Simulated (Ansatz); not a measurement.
# CH₄FO₂Si radical: a ladder of functionals and wavefunction methods

One table from this session's results is given with a row withheld; the runs are named, their logs left out.

Program: Ansatz 0.2.0, Gaussian basis. Level of theory: functionals in def2-TZVPP, the program's frozen cores in correlated methods. These are calculated values, not measurements.

Levels to be run: LDA (SPW92), PBE-D4, revPBE-D4, BLYP-D4, r2SCAN-D4, B97M-V, PBE0-D4, B3LYP-D4, r2SCANh-D4, r2SCAN0-D4, HSE06-D4, BHLYP-D4, CAM-B3LYP-D4, LC-ωPBE, ωB97X-V, ωB97M-V, B2PLYP, PBE-QIDH; CCSD(T)/def2-SVP; CCSD(T)/def2-TZVPP; MP2/def2-QZVPP; extrapolation to the limit; RPA on PBE.

## The relaxed structure

All runs share one geometry, relaxed beforehand with PBE0-D4 in a triple-zeta def2 set.

SMILES `CO[SiH]([O])F`, 9 atoms, charge 0, spin multiplicity 2.

Atoms are counted from 1 here; the program's logs count them from 0.

Bond lengths: C1–O2 1.414 Å, C1–H6 1.093 Å, C1–H7 1.093 Å, C1–H8 1.090 Å, O2–Si3 1.611 Å, Si3–O4 1.650 Å, Si3–F5 1.590 Å, Si3–H9 1.479 Å. Angles: O2–C1–H6 110.2°, O2–C1–H7 111.6°, O2–C1–H8 108.0°, H6–C1–H7 109.1°, H6–C1–H8 108.8°, H7–C1–H8 109.0°, C1–O2–Si3 128.1°, O2–Si3–O4 109.3°, O2–Si3–F5 108.3°, O2–Si3–H9 116.3°, O4–Si3–F5 112.8°, O4–Si3–H9 101.9°, F5–Si3–H9 108.3°.

Coordinates:

```xyz
9
charge 0, multiplicity 2
C     0.4190    1.0933    0.7924
O    -0.0548   -0.2347    0.6799
Si   -0.3556   -1.0735   -0.6627
O    -1.5510   -2.1711   -0.3645
F    -0.7352   -0.0476   -1.8167
H     1.5121    1.1031    0.8143
H     0.0717    1.7165   -0.0355
H     0.0445    1.5073    1.7291
H     0.7379   -1.9397   -1.1534
```

Set-up of the first run:

in.yaml

```yaml
crystal:
  periodic: [false, false, false]
  atoms:
    - {symbol: C, position_ang: [0.418964, 1.093272, 0.792361]}
    - {symbol: O, position_ang: [-0.054789, -0.234659, 0.679876]}
    - {symbol: Si, position_ang: [-0.355596, -1.073515, -0.662734]}
    - {symbol: O, position_ang: [-1.550998, -2.171059, -0.364489]}
    - {symbol: F, position_ang: [-0.735211, -0.047559, -1.816654]}
    - {symbol: H, position_ang: [1.512063, 1.103083, 0.814295]}
    - {symbol: H, position_ang: [0.071686, 1.716450, -0.035456]}
    - {symbol: H, position_ang: [0.044514, 1.507346, 1.729065]}
    - {symbol: H, position_ang: [0.737868, -1.939659, -1.153365]}
basis:
  gaussian: {orbitals: def2-TZVPP}
magnetization: {spin_polarized: true, initial_magnetization: 1}
hamiltonian: {xc: lda}
output: {orbitals: {seedname: orbitals}}
```

The run is started by

```console
> ansatz run in.yaml --threads 4 --pin off --events-out ev --progress --plain --max-ram 10444MiB
```

Among the steps run: LDA; PBE-D4 (GGA); revPBE-D4 (GGA); BLYP-D4 (GGA); r2SCAN-D4 (meta-GGA); B97M-V (meta-GGA); PBE0-D4 (hybrid); B3LYP-D4 (hybrid); r2SCANh-D4 (hybrid); r2SCAN0-D4 (hybrid); HSE06-D4 (hybrid); BHLYP-D4 (hybrid); CAM-B3LYP-D4 (range-separated); LC-ωPBE (range-separated); ωB97X-V (range-separated); ωB97M-V (range-separated); B2PLYP (double hybrid); PBE-QIDH (double hybrid).

One of the session's tables, all rows but one given; the rest of the session is left out.

It belongs to the step «Frontier levels by functional». 

```
  functional  HOMO (eV)  LUMO (eV)  gap (eV)
 LDA (SPW92)      -7.59      -7.31      0.27
      PBE-D4      -7.45      -6.76      0.69
   revPBE-D4      -7.39      -6.61      0.78
     BLYP-D4      -7.38      -6.72      0.65
   r2SCAN-D4      -7.76      -6.09      1.68
      B97M-V      -7.88      -6.06      1.82
     PBE0-D4      -8.98      -5.01      3.97
    B3LYP-D4      -8.76      -5.57      3.18
  r2SCANh-D4      -8.34      -5.45      2.89
  r2SCAN0-D4      -9.22      -4.49      4.74
    HSE06-D4      -8.57      -5.42      3.16
    BHLYP-D4     -10.51      -3.24      7.27
CAM-B3LYP-D4     -10.45      -3.91      6.55
     LC-ωPBE     -11.80      -2.42      9.38
     ωB97X-V     -11.46      -2.75      8.70
     ωB97M-V          ?          ?         ?
```

**Question.** Estimate the row for ωB97M-V.

The run gave: HOMO (eV): -11.36; LUMO (eV): -2.78; gap (eV): 8.58. In the column «HOMO (eV)» it lies between ωB97X-V (-11.46) and BHLYP-D4 (-10.51).
